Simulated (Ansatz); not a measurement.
# Ti2W: the cost of one run

Computed with Ansatz 0.2.0 (DFT PBE, scalar-relativistic, plane waves, PAW, unless a step's input says otherwise).

## Step 1: The starting structure

Symmetry: P6_3/mmc, No. 194, hexagonal system. Conventional cell: a = 2.839 Å, b = 2.839 Å, c = 14.417 Å, α = 90.00°, β = 90.00°, γ = 120.00°. Around Ti (site symmetry 3m) lie 9 Ti at 2.84 to 2.85 Å and 3 W at 2.94 Å. W (site symmetry -6m2) is surrounded by 6 W at 2.84 Å and 6 Ti at 2.94 Å.

As a file:

```xyz
6
Lattice="2.8389 0.0000 0.0000 -1.4195 2.4586 0.0000 0.0000 0.0000 14.4171" Properties=species:S:1:pos:R:3 pbc="T T T"
Ti    0.0000    1.6391    1.1661
Ti    0.0000    1.6391    6.0425
Ti    1.4195    0.8195    8.3746
Ti    1.4195    0.8195   13.2510
W     0.0000    1.6391   10.8128
W     1.4195    0.8195    3.6043
```

It is the end of an earlier relaxation with the same method, starting from a generated guess, and another structure or a mixture of phases may lie lower. At a tolerance of 0.05 Å it has space group P6_3/mmc (No. 194); it has 16.77 Å³/atom, an uncorrected energy of +0.20 eV/atom over the elements.

## Step 2: Electronic structure at the relaxed geometry

Input file input.yaml:

```yaml
crystal:
  lattice:
    - [2.8389376368, 0.0, 0.0]
    - [-1.4194688184, 2.4585921133, 0.0]
    - [0.0, 0.0, 14.4171020382]
  atoms:
    - { symbol: Ti, position: [0.3333333333, 0.6666666667, 0.080880248] }
    - { symbol: Ti, position: [0.3333333333, 0.6666666667, 0.419119752] }
    - { symbol: Ti, position: [0.6666666667, 0.3333333333, 0.580880248] }
    - { symbol: Ti, position: [0.6666666667, 0.3333333333, 0.919119752] }
    - { symbol: W, position: [0.3333333333, 0.6666666667, 0.75] }
    - { symbol: W, position: [0.6666666667, 0.3333333333, 0.25] }
basis:
  ecutwfc: 420
kpoints:
  mp_grid: { grid: [18, 18, 4] }
  band_path:
    path:
      - [[0.0, 0.0, 0.0], [0.5, 0.0, 0.0], [0.33333333, 0.33333333, 0.0], [0.0, 0.0, 0.0], [0.0, 0.0, 0.5], [0.5, 0.0, 0.5], [0.33333333, 0.33333333, 0.5], [0.0, 0.0, 0.5]]
      - [[0.5, 0.0, 0.5], [0.5, 0.0, 0.0]]
      - [[0.33333333, 0.33333333, 0.5], [0.33333333, 0.33333333, 0.0]]
    npoints: 14
hamiltonian:
  xc: pbe
scf:
  occupations: { method: gaussian, width: 0.1 }
  n_extra_bands: 15
output:
  forces: true
  stress: true
  eigenvalues: true
  populations: true
  dos: { projected: true, de: 0.02, nscf_kmesh: { grid: [22, 22, 5] } }
  bader: true
```

Command:

```
ansatz run input.yaml --threads 1 --pin off --max-ram 2560MiB --backend cpu --events-out ev --progress --plain --runs-dir out
```

Q: Estimate wall time and peak memory on 1 thread of Intel Xeon Platinum 8259CL at 2.50GHz (Skylake/Cascade Lake), shared host.

About 1.9 min, with a peak of 0.87 GiB.
